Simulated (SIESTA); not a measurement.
# SnSe2 under changes of volume

One of the cells (25.726 Å³/atom); the others are scaled copies at fixed shape and fractional positions:

```
Sn Se
1.0
     3.81100    0.00000    0.00000
    -1.90550    3.30042    0.00000
     0.00000    0.00000    6.13600
Sn Se
1 2
Direct
  0.00000 0.00000 0.00000
  0.66667 0.33333 0.75100
  0.33333 0.66667 0.24900
```

| Item | Value |
| --- | --- |
| Program | SIESTA 5.4.2 |
| Functional | LDA |
| Potentials or basis | PseudoDojo 0.4 standard (LDA files) |
| Basis | DZP (energy shift 0.003 Ry; two zetas on semicore shells) |
| Grid cutoff | 500 Ry |
| Energy shift | 0.003 Ry |
| k mesh | 8 × 8 × 5 |
| Occupations | fermi-dirac, width 0.05 eV |
| Spin | no spin polarisation |

```tsv
volume (Å³/atom)	energy over the lowest point (meV/atom)	pressure (GPa)	gap on the mesh (eV)	largest force (eV/Å)
24.182	66.19	8.8	0.67	1.562
24.697	41.33	6.7	0.66	1.307
25.212	22.92	4.8	0.64	1.069
25.726	10.27	3.1	0.62	0.855
26.241	?	?	?	?
26.755	0.00	0.2	0.57	0.473
27.270	1.32	-1.0	0.50	0.306
```

Problem. What does the run at 26.241 Å³/atom give?

Solution. Energy over the lowest point 2.85 meV/atom; pressure 1.6 GPa; gap on the mesh 0.60 eV; largest force 0.656 eV/Å.

Worked out: A Birch-Murnaghan fit of order 3 (a polynomial in V^(-2/3)) to the other rows has its minimum at 26.84 Å³/atom with B0 = V·E''(V) = 66 GPa and B' = 4.6 at fixed shape and positions, which overstates the stiffness. It gives 2.81 meV/atom at 26.241 Å³/atom, against the run's 2.85, and -dE/dV = 1.6 GPa, against 1.6. A parabola through the other rows of the gap, of slope -1.75 eV per unit of ln V there, gives 0.59 eV, against the run's 0.60.

Energies are extrapolated to zero smearing.

Caveats: spin-orbit coupling is left out, which moves the levels of the heavy elements; an odd mesh through Γ misses points on the zone boundary, where band edges often lie; the basis of atomic orbitals isn't converged, which shifts pressures, moduli and gaps; forces of over 1 eV/Å show positions far from the minimum, so gaps and moduli don't describe the material at rest (some runs).
